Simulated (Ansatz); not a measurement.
# CH4BFTeZn: the cost of one run

The runs use Ansatz 0.2.0, Gaussian basis; the settings change from run to run.

## (1) The molecule

The geometry comes from an earlier relaxation with PBE0-D4 in a triple-zeta def2 set; it is a stationary point, not always the lowest conformer. Te takes a core potential in def2 sets; no spin-orbit term is included.

SMILES `[CH3][Zn][Te]BF`, 9 atoms, charge 0, spin multiplicity 1.

Atoms are counted from 1 here; the program's logs count them from 0.

Bond lengths: C1–Zn2 1.942 Å, C1–H6 1.092 Å, C1–H7 1.092 Å, C1–H8 1.092 Å, Zn2–Te3 2.506 Å, Te3–B4 2.145 Å, B4–F5 1.329 Å, B4–H9 1.196 Å. Angles: Zn2–C1–H6 110.6°, Zn2–C1–H7 110.3°, Zn2–C1–H8 110.2°, H6–C1–H7 108.6°, H6–C1–H8 108.6°, H7–C1–H8 108.5°, C1–Zn2–Te3 179.7°, Zn2–Te3–B4 89.5°, Te3–B4–F5 121.4°, Te3–B4–H9 120.5°, F5–B4–H9 118.1°.

Geometry (Å):

```
C    -0.75644   -1.37422   -1.57464
Zn    0.40526   -0.74577   -0.15081
Te    1.91030    0.05558    1.68625
B     0.72497    1.83569    1.85739
F    -0.33129    2.04117    1.07762
H    -0.37092   -2.30107   -2.00433
H    -1.76075   -1.56092   -1.18908
H    -0.82200   -0.62478   -2.36599
H     1.00087    2.67431    2.66358
```

## (2) r2SCAN50/def2-TZVP

in.yaml reads:

```yaml
crystal:
  periodic: [false, false, false]
  atoms:
    - {symbol: C, position_ang: [-0.756441, -1.374216, -1.574640]}
    - {symbol: Zn, position_ang: [0.405263, -0.745765, -0.150808]}
    - {symbol: Te, position_ang: [1.910300, 0.055583, 1.686251]}
    - {symbol: B, position_ang: [0.724968, 1.835694, 1.857387]}
    - {symbol: F, position_ang: [-0.331288, 2.041169, 1.077623]}
    - {symbol: H, position_ang: [-0.370924, -2.301066, -2.004328]}
    - {symbol: H, position_ang: [-1.760745, -1.560920, -1.189082]}
    - {symbol: H, position_ang: [-0.822000, -0.624783, -2.365991]}
    - {symbol: H, position_ang: [1.000866, 2.674313, 2.663579]}
basis:
  gaussian: {orbitals: def2-TZVP}
hamiltonian: {xc: {name: r2SCAN50}}
```

On the command line:

```console
$ ansatz run in.yaml --threads 4 --pin off --events-out ev --progress --plain --max-ram 10444MiB
```

**Question.** How long does this run take on 4 threads of Arm Neoverse V2, shared host, and how much memory does it need?

About 5.5 s, with a peak of 0.62 GiB.
